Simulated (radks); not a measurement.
**Valence configurations of Cl**

NIST gives [Ne] 3s2 3p5 as the ground configuration of Cl. Does this level of theory agree? Several fillings of the valence shells are run.

Program: radks (a radial shooting solver on a logarithmic mesh, Libxc functionals) version 1. Level of theory: non-relativistic Kohn-Sham, PBE, spin-polarised, spherical densities, point nucleus; open shells are filled with parallel spins first. These are calculated values, not measurements, unless marked.

## (1) Starting point

| Property | Result |
| --- | --- |
| element | chlorine (Z = 17) |
| charge | 0 |
| electrons | 17 |
| configuration | [Ne] 3s2 3p5 |
| others tried | 3s1 3p6; 3s1.5 3p5.5 |

The outer shells:

Cl
```
[Ne] core
3s [↑↓]
3p [↑↓][↑↓][↑ ]
```

## (2) [Ne] 3s2 3p5

Settings of this run:

```text
Z 17
configuration [Ne] 3s2 3p5
relativity non-relativistic
functional pbe,pbe
spin polarised
nucleus point
```

## (3) [Ne] 3s1 3p6

Settings of this run:

```text
Z 17
configuration [Ne] 3s1 3p6
relativity non-relativistic
functional pbe,pbe
spin polarised
nucleus point
```

## (4) [Ne] 3s1.5 3p5.5

Settings of this run:

```text
Z 17
configuration [Ne] 3s1.5 3p5.5
relativity non-relativistic
functional pbe,pbe
spin polarised
nucleus point
```

What does the calculation give? Wanted: for each run, valence; E − E(NIST configuration); moment; highest level; its energy; 1s shift.

**Answer**, as computed:

```
    valence  E − E(NIST configuration) (eV)  moment (μB)  highest level  its energy (eV)  1s shift (eV)
    3s2 3p5                           0.000            1        3p down           -8.134          +0.00
3s1.5 3p5.5                           5.939            1        3p down           -8.386          -0.72
    3s1 3p6                          11.885            1        3p down           -8.633          -1.42
```

In words: Theory agrees with NIST among these: the next, 3s1.5 3p5.5, lies 5.939 eV higher. The energies are those of spherical high-spin densities, not of single terms. The 1s eigenvalue shifts by up to 1.42 eV as the valence charge is rearranged.
